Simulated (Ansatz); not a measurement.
Born–Oppenheimer molecular dynamics of a periodic cell of 32 atoms, Al (start crystal Al, start structure fcc, volume 1.05 times the crystal's). It goes on from the last frame of an earlier run, with new velocities.

These are results of DFT PBEsol, scalar-relativistic, plane waves, PAW in Ansatz 0.2.0, not measurements. Settings: cutoff 420 eV, k mesh 2x2x2, fermi-dirac smearing 0.1 eV, no spin polarisation.

```
ensemble        : NPT, Langevin
time step       : 2 fs
steps asked     : 100
set temperature : 630 K
friction        : 0.005 /fs
pressure        : 0 GPa
seed            : 370386
```

Frames 2 fs apart, positions in Å, forces in eV/Å.

Velocities at 0.0 fs (Å/ps):

```
Al -0.95 13.01 2.25
Al -3.57 -1.93 -2.62
Al -0.40 -1.19 -5.93
Al -0.67 -1.64 -0.03
Al -3.44 -4.21 3.70
Al 0.23 6.26 -3.55
Al -0.34 9.71 -2.42
Al -3.79 -5.55 1.82
Al -2.06 -1.81 4.67
Al -0.47 0.72 3.80
Al -1.24 6.16 -3.21
Al 1.41 -7.36 6.82
Al 3.25 -11.48 -3.71
Al 4.42 1.40 -6.49
Al -0.55 2.15 2.82
Al -2.32 2.52 -1.31
Al 1.01 -2.24 3.90
Al 0.14 -4.96 -0.69
Al 1.96 2.18 4.57
Al -0.87 -2.80 -4.31
Al -2.65 -1.97 7.03
Al -5.90 -0.31 2.99
Al 6.28 -0.39 -5.90
Al -1.05 -5.04 -0.92
Al -0.29 6.34 -3.77
Al -3.26 8.62 1.44
Al 2.38 -5.24 -5.32
Al 3.40 -1.44 5.23
Al -2.06 -0.37 -1.10
Al 6.36 -0.28 6.79
Al 2.96 3.53 6.29
Al 2.09 -2.38 -12.82
```

```xyz
32
Lattice="8.2328 0.0000 0.0000 0.0000 8.2328 0.0000 0.0000 0.0000 8.2328" Properties=species:S:1:pos:R:3:forces:R:3 time_fs=0.0 energy_less_start_eV=0.000 T=610
Al 4.022 0.101 -0.156 0.17 -1.44 1.15
Al 6.282 1.787 0.035 -0.27 1.53 0.28
Al 6.463 0.113 2.030 -0.60 -0.45 0.82
Al -0.189 -0.049 -0.171 1.30 0.06 0.37
Al 2.270 1.798 0.176 -1.39 1.07 -0.39
Al 4.187 4.076 -0.082 0.03 -0.48 0.49
Al 6.095 6.210 0.374 -1.16 -0.33 -0.01
Al 1.739 -0.126 2.188 0.31 -0.72 -0.31
Al 4.170 1.823 2.009 0.39 0.05 0.30
Al 6.106 3.860 2.059 0.34 0.04 -0.02
Al 3.953 -0.317 4.144 0.01 0.10 0.02
Al 5.916 1.664 4.406 0.68 0.47 -1.20
Al 5.897 0.025 6.420 0.70 -1.24 -0.96
Al -0.036 3.991 0.242 0.00 -0.26 -0.78
Al 2.138 5.965 0.076 -0.24 0.26 -0.03
Al 0.129 1.993 2.100 -0.46 0.27 -0.06
Al 1.983 4.074 2.138 0.29 -0.32 0.08
Al 3.966 5.849 2.385 0.23 0.55 -0.52
Al -0.302 -0.047 4.434 -0.20 1.05 -0.01
Al 2.098 1.849 3.890 0.30 0.06 0.85
Al 4.316 3.825 4.046 -0.39 -0.11 0.52
Al 6.341 5.845 4.232 -0.36 0.11 -0.35
Al 2.046 -0.322 6.264 -0.39 0.49 -0.11
Al 4.202 1.987 6.269 -0.98 0.56 0.05
Al 6.312 3.834 6.254 -0.34 0.05 0.04
Al -0.073 6.000 1.915 0.18 0.36 0.57
Al 0.111 3.794 4.317 -0.80 -0.01 -0.98
Al 1.110 6.188 4.340 1.38 -0.78 -0.12
Al 0.297 2.198 6.273 -0.39 -1.31 0.64
Al 2.244 3.881 5.934 0.30 0.37 0.38
Al 4.031 5.923 6.228 0.44 0.30 -0.33
Al -0.572 6.124 6.550 0.89 -0.31 -0.36
32
Lattice="8.2329 0.0000 0.0000 0.0000 8.2329 0.0000 0.0000 0.0000 8.2329" Properties=species:S:1:pos:R:3:forces:R:3 time_fs=2.0 energy_less_start_eV=-0.028 T=619
Al 4.020 0.126 -0.150 0.30 -1.58 1.08
Al 6.275 1.784 0.030 -0.24 1.54 0.24
Al 6.462 0.110 2.019 -0.58 -0.39 0.91
Al -0.189 -0.053 -0.172 1.33 0.06 0.32
Al 2.263 1.791 0.183 -1.45 1.14 -0.39
Al 4.188 4.087 -0.089 0.06 -0.54 0.53
Al 6.094 6.230 0.370 -1.13 -0.43 -0.08
Al 1.731 -0.138 2.192 0.31 -0.67 -0.31
Al 4.166 1.819 2.019 0.42 0.08 0.28
Al 6.105 3.862 2.066 0.34 0.04 -0.06
Al 3.951 -0.304 4.136 0.02 0.02 0.02
Al 5.919 1.650 4.418 0.68 0.55 -1.26
Al 5.906 0.001 6.413 0.55 -1.15 -0.84
Al -0.028 3.994 0.229 -0.03 -0.20 -0.69
Al 2.136 5.970 0.083 -0.24 0.27 -0.04
Al 0.125 1.998 2.097 -0.46 0.23 -0.08
Al 1.986 4.070 2.145 0.25 -0.30 0.05
Al 3.966 5.840 2.383 0.24 0.58 -0.48
Al -0.297 -0.043 4.442 -0.16 0.98 -0.06
Al 2.096 1.843 3.883 0.28 0.08 0.89
Al 4.310 3.820 4.060 -0.35 -0.11 0.47
Al 6.329 5.845 4.238 -0.36 0.13 -0.41
Al 2.058 -0.323 6.253 -0.39 0.52 -0.05
Al 4.199 1.979 6.267 -0.94 0.57 0.04
Al 6.311 3.847 6.246 -0.35 -0.04 0.07
Al -0.080 6.018 1.919 0.18 0.23 0.55
Al 0.114 3.785 4.306 -0.77 0.04 -0.92
Al 1.118 6.185 4.351 1.35 -0.78 -0.19
Al 0.292 2.197 6.271 -0.36 -1.27 0.63
Al 2.256 3.881 5.949 0.19 0.34 0.34
Al 4.037 5.930 6.240 0.43 0.34 -0.38
Al -0.566 6.120 6.525 0.88 -0.26 -0.17
32
Lattice="8.2333 0.0000 0.0000 0.0000 8.2333 0.0000 0.0000 0.0000 8.2333" Properties=species:S:1:pos:R:3:forces:R:3 time_fs=4.0 energy_less_start_eV=-0.068 T=638
Al 4.020 0.149 -0.142 0.41 -1.69 1.00
Al 6.267 1.784 0.024 -0.20 1.51 0.19
Al 6.461 0.106 2.011 -0.57 -0.31 0.97
Al -0.187 -0.057 -0.172 1.33 0.07 0.28
Al 2.253 1.786 0.191 -1.49 1.18 -0.38
Al 4.190 4.096 -0.096 0.09 -0.58 0.57
Al 6.091 6.251 0.367 -1.10 -0.52 -0.15
Al 1.724 -0.150 2.197 0.32 -0.62 -0.32
Al 4.162 1.814 2.029 0.44 0.12 0.26
Al 6.106 3.863 2.072 0.34 0.04 -0.08
Al 3.950 -0.291 4.127 0.02 -0.06 0.03
Al 5.921 1.637 4.430 0.68 0.62 -1.29
Al 5.918 -0.025 6.404 0.38 -1.04 -0.71
Al -0.021 3.995 0.214 -0.05 -0.14 -0.59
Al 2.133 5.975 0.090 -0.24 0.28 -0.06
Al 0.121 2.003 2.093 -0.47 0.18 -0.10
Al 1.992 4.066 2.151 0.21 -0.28 0.03
Al 3.966 5.831 2.380 0.26 0.60 -0.44
Al -0.292 -0.040 4.451 -0.12 0.92 -0.12
Al 2.095 1.836 3.877 0.25 0.11 0.93
Al 4.303 3.815 4.075 -0.31 -0.09 0.41
Al 6.316 5.847 4.245 -0.37 0.14 -0.48
Al 2.069 -0.324 6.243 -0.38 0.54 0.01
Al 4.196 1.972 6.267 -0.89 0.54 0.03
Al 6.309 3.859 6.237 -0.36 -0.12 0.10
Al -0.087 6.037 1.925 0.17 0.09 0.53
Al 0.115 3.778 4.295 -0.73 0.07 -0.86
Al 1.127 6.182 4.363 1.33 -0.79 -0.27
Al 0.286 2.196 6.271 -0.33 -1.23 0.60
Al 2.268 3.881 5.963 0.08 0.31 0.30
Al 4.043 5.937 6.252 0.41 0.37 -0.42
Al -0.559 6.116 6.499 0.88 -0.23 0.02
32
Lattice="8.2338 0.0000 0.0000 0.0000 8.2338 0.0000 0.0000 0.0000 8.2338" Properties=species:S:1:pos:R:3:forces:R:3 time_fs=6.0 energy_less_start_eV=-0.121 T=636
Al 4.021 0.169 -0.132 0.49 -1.77 0.91
Al 6.260 1.786 0.018 -0.17 1.45 0.15
Al 6.458 0.103 2.005 -0.55 -0.23 1.02
Al -0.185 -0.061 -0.173 1.33 0.08 0.24
Al 2.241 1.784 0.199 -1.49 1.19 -0.36
Al 4.191 4.105 -0.101 0.11 -0.61 0.61
Al 6.087 6.271 0.362 -1.06 -0.62 -0.20
Al 1.717 -0.162 2.203 0.34 -0.56 -0.33
Al 4.159 1.809 2.040 0.45 0.16 0.24
Al 6.107 3.864 2.078 0.34 0.04 -0.10
Al 3.950 -0.279 4.118 0.03 -0.14 0.04
Al 5.924 1.624 4.440 0.67 0.68 -1.31
Al 5.932 -0.053 6.394 0.21 -0.90 -0.59
Al -0.015 3.996 0.198 -0.06 -0.08 -0.49
Al 2.129 5.982 0.096 -0.24 0.29 -0.07
Al 0.116 2.007 2.090 -0.47 0.15 -0.11
Al 1.999 4.063 2.158 0.15 -0.27 0.00
Al 3.966 5.823 2.376 0.28 0.62 -0.40
Al -0.287 -0.038 4.458 -0.07 0.86 -0.17
Al 2.095 1.829 3.872 0.20 0.14 0.96
Al 4.296 3.808 4.088 -0.27 -0.07 0.35
Al 6.303 5.848 4.251 -0.38 0.16 -0.55
Al 2.078 -0.323 6.232 -0.36 0.57 0.06
Al 4.190 1.968 6.267 -0.83 0.50 0.03
Al 6.308 3.869 6.227 -0.37 -0.20 0.13
Al -0.094 6.058 1.933 0.15 -0.05 0.49
Al 0.114 3.771 4.283 -0.68 0.10 -0.79
Al 1.137 6.177 4.374 1.32 -0.79 -0.34
Al 0.280 2.194 6.270 -0.30 -1.18 0.57
Al 2.280 3.882 5.978 -0.04 0.28 0.27
Al 4.051 5.944 6.264 0.38 0.39 -0.45
Al -0.551 6.111 6.473 0.88 -0.20 0.21
32
Lattice="8.2344 0.0000 0.0000 0.0000 8.2344 0.0000 0.0000 0.0000 8.2344" Properties=species:S:1:pos:R:3:forces:R:3 time_fs=8.0 energy_less_start_eV=-0.186 T=636
Al 4.021 0.186 -0.120 0.55 -1.80 0.81
Al 6.253 1.790 0.012 -0.13 1.38 0.11
Al 6.455 0.099 1.999 -0.55 -0.15 1.05
Al -0.181 -0.065 -0.173 1.30 0.10 0.20
Al 2.227 1.785 0.205 -1.46 1.17 -0.35
Al 4.193 4.114 -0.105 0.14 -0.64 0.64
Al 6.081 6.291 0.356 -1.01 -0.70 -0.25
Al 1.711 -0.174 2.210 0.36 -0.49 -0.33
Al 4.156 1.803 2.051 0.47 0.19 0.20
Al 6.109 3.864 2.084 0.34 0.05 -0.11
Al 3.951 -0.267 4.109 0.04 -0.21 0.04
Al 5.929 1.612 4.448 0.64 0.75 -1.31
Al 5.944 -0.080 6.383 0.06 -0.76 -0.45
Al -0.011 3.996 0.181 -0.06 -0.02 -0.38
Al 2.126 5.989 0.101 -0.25 0.28 -0.08
Al 0.111 2.011 2.088 -0.46 0.12 -0.13
Al 2.008 4.057 2.164 0.09 -0.25 -0.03
Al 3.966 5.817 2.371 0.30 0.64 -0.36
Al -0.280 -0.034 4.464 -0.02 0.79 -0.22
Al 2.097 1.822 3.868 0.15 0.17 1.00
Al 4.289 3.802 4.101 -0.23 -0.04 0.29
Al 6.290 5.849 4.257 -0.39 0.18 -0.61
Al 2.088 -0.323 6.223 -0.34 0.59 0.11
Al 4.183 1.964 6.265 -0.75 0.43 0.03
Al 6.306 3.879 6.219 -0.38 -0.27 0.16
Al -0.101 6.079 1.941 0.13 -0.20 0.44
Al 0.110 3.765 4.270 -0.64 0.10 -0.71
Al 1.147 6.171 4.384 1.32 -0.77 -0.42
Al 0.272 2.189 6.271 -0.25 -1.11 0.51
Al 2.292 3.885 5.993 -0.18 0.25 0.23
Al 4.061 5.952 6.274 0.35 0.40 -0.48
Al -0.539 6.105 6.448 0.86 -0.17 0.39
32
Lattice="8.2351 0.0000 0.0000 0.0000 8.2351 0.0000 0.0000 0.0000 8.2351" Properties=species:S:1:pos:R:3:forces:R:3 time_fs=10.0 energy_less_start_eV=-0.252 T=628
Al 4.022 0.200 -0.108 0.57 -1.80 0.72
Al 6.248 1.796 0.005 -0.09 1.29 0.08
Al 6.452 0.095 1.997 -0.54 -0.07 1.06
Al -0.175 -0.070 -0.172 1.25 0.12 0.17
Al 2.210 1.788 0.211 -1.39 1.12 -0.35
Al 4.194 4.122 -0.111 0.17 -0.67 0.68
Al 6.072 6.309 0.348 -0.94 -0.78 -0.28
Al 1.705 -0.185 2.216 0.39 -0.42 -0.34
Al 4.151 1.797 2.062 0.49 0.23 0.17
Al 6.112 3.864 2.089 0.32 0.05 -0.12
Al 3.952 -0.255 4.103 0.05 -0.29 0.05
Al 5.935 1.601 4.456 0.61 0.83 -1.30
Al 5.957 -0.107 6.370 -0.08 -0.62 -0.33
Al -0.006 3.996 0.165 -0.06 0.04 -0.29
Al 2.124 5.996 0.105 -0.26 0.28 -0.08
Al 0.106 2.013 2.087 -0.46 0.08 -0.14
Al 2.017 4.049 2.171 0.04 -0.22 -0.06
Al 3.966 5.812 2.367 0.31 0.64 -0.32
Al -0.274 -0.030 4.469 0.05 0.71 -0.26
Al 2.099 1.817 3.865 0.09 0.19 1.03
Al 4.282 3.794 4.113 -0.19 -0.01 0.22
Al 6.277 5.851 4.262 -0.40 0.20 -0.67
Al 2.097 -0.321 6.214 -0.33 0.60 0.16
Al 4.173 1.962 6.262 -0.67 0.35 0.04
Al 6.306 3.890 6.213 -0.40 -0.34 0.18
Al -0.108 6.099 1.949 0.09 -0.33 0.39
Al 0.105 3.760 4.255 -0.59 0.10 -0.61
Al 1.155 6.164 4.394 1.33 -0.75 -0.50
Al 0.262 2.184 6.273 -0.21 -1.03 0.45
Al 2.306 3.889 6.008 -0.33 0.22 0.20
Al 4.071 5.959 6.283 0.32 0.42 -0.51
Al -0.527 6.098 6.425 0.85 -0.14 0.56
32
Lattice="8.2359 0.0000 0.0000 0.0000 8.2359 0.0000 0.0000 0.0000 8.2359" Properties=species:S:1:pos:R:3:forces:R:3 time_fs=12.0 energy_less_start_eV=-0.324 T=639
Al 4.026 0.210 -0.097 0.55 -1.75 0.63
Al 6.243 1.803 -0.002 -0.06 1.19 0.05
Al 6.447 0.091 1.996 -0.53 0.00 1.05
Al -0.170 -0.077 -0.170 1.19 0.14 0.14
Al 2.193 1.795 0.216 -1.29 1.04 -0.34
Al 4.195 4.130 -0.113 0.20 -0.70 0.72
Al 6.062 6.325 0.340 -0.87 -0.84 -0.30
Al 1.701 -0.198 2.224 0.42 -0.33 -0.34
Al 4.145 1.789 2.072 0.50 0.27 0.14
Al 6.115 3.863 2.095 0.31 0.06 -0.13
Al 3.953 -0.244 4.098 0.06 -0.35 0.07
Al 5.942 1.592 4.462 0.57 0.89 -1.27
Al 5.969 -0.135 6.356 -0.19 -0.47 -0.21
Al -0.001 3.995 0.148 -0.06 0.09 -0.20
Al 2.123 6.003 0.110 -0.27 0.27 -0.08
Al 0.101 2.015 2.086 -0.46 0.04 -0.15
Al 2.025 4.040 2.177 0.01 -0.18 -0.09
Al 3.967 5.809 2.365 0.32 0.63 -0.28
Al -0.269 -0.024 4.475 0.13 0.61 -0.31
Al 2.102 1.815 3.864 0.03 0.19 1.05
Al 4.275 3.785 4.125 -0.14 0.04 0.14
Al 6.263 5.854 4.266 -0.41 0.21 -0.72
Al 2.103 -0.317 6.206 -0.30 0.61 0.20
Al 4.163 1.962 6.260 -0.58 0.25 0.05
Al 6.305 3.902 6.209 -0.42 -0.41 0.19
Al -0.115 6.119 1.958 0.04 -0.46 0.34
Al 0.100 3.756 4.240 -0.56 0.10 -0.51
Al 1.165 6.156 4.403 1.34 -0.71 -0.57
Al 0.252 2.178 6.275 -0.16 -0.95 0.38
Al 2.320 3.895 6.023 -0.48 0.19 0.17
Al 4.082 5.966 6.292 0.28 0.44 -0.54
Al -0.513 6.090 6.403 0.84 -0.11 0.72
```

Of the whole run (200 fs, mean temperature of the second half 688 K): The conserved energy stayed within 0.055 meV per atom of its start (net change -0.013 meV per atom), so the integration is sound. A run of 0.2 ps of so small a system gives no equilibrium averages. Limits of this set-up: coarse k mesh. The cell's volume went from 558 to 555 Å³.

The run took 13 min on 2 threads of Arm Neoverse V2 (shared host), peak memory 1.2 GiB.
